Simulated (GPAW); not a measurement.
Runs of GPAW 26.7.0 on TaN. Symmetry: Fm-3m, No. 225, cubic system. Conventional cell: a = 4.358 Å, b = 4.358 Å, c = 4.358 Å, α = 90.00°, β = 90.00°, γ = 90.00°. Ta (site symmetry m-3m) has 6 N at 2.18 Å as nearest neighbours. N (site symmetry m-3m) is surrounded by 6 Ta at 2.18 Å. 

```csv
task,level,potentials or basis,cell,k mesh,cutoff (eV),smearing,k mesh for the DOS,dos width,fermi k mesh,convergence,supercell,mesh quality,gap on the mesh (eV),pressure (GPa)
density of states,LDA,"PAW data sets generated in the run's folder for this functional, pw",as given,6 × 6 × 6,680,fermi-dirac 0.01 eV,9 × 9 × 9,0.05 eV,-,-,-,coarse,none,(a)
Fermi surface,PW91+D3(BJ)+ATM,"PAW data sets generated in the run's folder for this functional, pw",as given,5 × 5 × 5,680,fermi-dirac 0.01 eV,-,-,8 × 8 × 8,-,-,coarse,none,7.7
phonons,PBE+D3(BJ),"GPAW PAW data sets (gpaw-data 1.2.1), pw",relaxed,10 × 10 × 10,800,fermi-dirac 0.05 eV,-,-,-,density=1e-06 eigenstates=1e-09,2 × 2 × 2,not flagged,none,0.1
electron localisation function,PW91,"PAW data sets generated in the run's folder for this functional, pw",as given,5 × 5 × 5,680,fermi-dirac 0.01 eV,-,-,-,-,-,coarse,none,11.0
```

Alike in all rows: no spin polarisation.

Task: Estimate the missing entries.

Result: (a) -6.4.

Caveats: some runs use coarse meshes; the cutoff is short for stress and forces, so pressures can be off by a GPa or more (some runs); pairwise dispersion overbinds metals, which lowers pressure and volume (some runs); some modes are imaginary (some runs); phonon bands are interpolated from a small supercell (some runs).

A k mesh can miss the band edges, and the runs leave out spin-orbit coupling on Ta.

A gap of «none» marks a metal or a gap under the smearing width.
